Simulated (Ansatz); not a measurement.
# CH8OSi3: the cost of one run

Computed with Ansatz 0.2.0, Gaussian basis. Level: functionals in def2-TZVPP, the program's frozen cores in correlated methods.

Plan: PBE-D4, r2SCAN-D4, PBE0-D4, B3LYP-D4, ωB97X-V, ωB97M-V, B2PLYP; CCSD(T)/def2-TZVPP; MP2/def2-QZVPP; extrapolation to the limit.

## Step 1: Structure used throughout

The geometry comes from an earlier relaxation with PBE0-D4 in a triple-zeta def2 set; it is a stationary point, not always the lowest conformer.

SMILES `C[SiH]1[SiH2]O[SiH2]1`, 13 atoms, charge 0, spin multiplicity 1.

Atoms are counted from 1 here; the program's logs count them from 0.

Bond lengths: C1–Si2 1.877 Å, C1–H6 1.092 Å, C1–H7 1.092 Å, C1–H8 1.092 Å, Si2–Si3 2.358 Å, Si2–Si5 2.358 Å, Si2–H9 1.490 Å, Si3–O4 1.675 Å, Si3–H10 1.488 Å, Si3–H11 1.490 Å, O4–Si5 1.675 Å, Si5–H12 1.488 Å, Si5–H13 1.490 Å. Angles: Si2–C1–H6 110.6°, Si2–C1–H7 110.8°, Si2–C1–H8 110.6°, H6–C1–H7 108.3°, H6–C1–H8 108.2°, H7–C1–H8 108.3°, C1–Si2–Si3 120.0°, C1–Si2–Si5 120.0°, C1–Si2–H9 111.3°, Si3–Si2–Si5 70.5°, Si3–Si2–H9 114.8°, Si5–Si2–H9 114.8°, Si2–Si3–O4 90.3°, Si2–Si3–H10 118.8°, Si2–Si3–H11 117.4°, O4–Si3–H10 110.4°, O4–Si3–H11 110.5°, H10–Si3–H11 108.0° and more.

As a file:

```
atom    x (Å)    y (Å)    z (Å)
  C1  -2.1312  -0.1243   0.2604
 Si2  -0.3210  -0.2989   0.7250
 Si3   1.2290  -1.1156  -0.8539
  O4   2.0169   0.3622  -0.8599
 Si5   1.2094   1.4076   0.1696
  H6  -2.6310  -1.0950   0.2898
  H7  -2.2344   0.2837  -0.7467
  H8  -2.6437   0.5443   0.9554
  H9  -0.1668  -0.8549   2.0986
 H10   2.1631  -2.1997  -0.4463
 H11   0.7151  -1.4375  -2.2145
 H12   2.1312   1.9139   1.2223
 H13   0.6838   2.5794  -0.5850
```

## Step 2: PBE-D4 (GGA)

Contents of in.yaml:

```yaml
crystal:
  periodic: [false, false, false]
  atoms:
    - {symbol: C, position_ang: [-2.131223, -0.124337, 0.260417]}
    - {symbol: Si, position_ang: [-0.320976, -0.298858, 0.725031]}
    - {symbol: Si, position_ang: [1.228964, -1.115585, -0.853926]}
    - {symbol: O, position_ang: [2.016947, 0.362229, -0.859915]}
    - {symbol: Si, position_ang: [1.209374, 1.407595, 0.169614]}
    - {symbol: H, position_ang: [-2.630965, -1.094950, 0.289794]}
    - {symbol: H, position_ang: [-2.234400, 0.283744, -0.746661]}
    - {symbol: H, position_ang: [-2.643712, 0.544325, 0.955358]}
    - {symbol: H, position_ang: [-0.166785, -0.854936, 2.098630]}
    - {symbol: H, position_ang: [2.163132, -2.199740, -0.446269]}
    - {symbol: H, position_ang: [0.715067, -1.437508, -2.214458]}
    - {symbol: H, position_ang: [2.131226, 1.913856, 1.222291]}
    - {symbol: H, position_ang: [0.683751, 2.579365, -0.585006]}
basis:
  gaussian: {orbitals: def2-TZVPP}
hamiltonian: {xc: pbe, dispersion: d4}
output: {forces: true, orbitals: {seedname: orbitals}}
```

Started as:

```console
> ansatz run in.yaml --threads 4 --pin off --events-out ev --progress --plain --max-ram 10444MiB
```

**Question.** How long does this run take on 4 threads of Arm Neoverse V1, shared host, and how much memory does it need?

About 3.6 s, with a peak of 0.48 GiB.
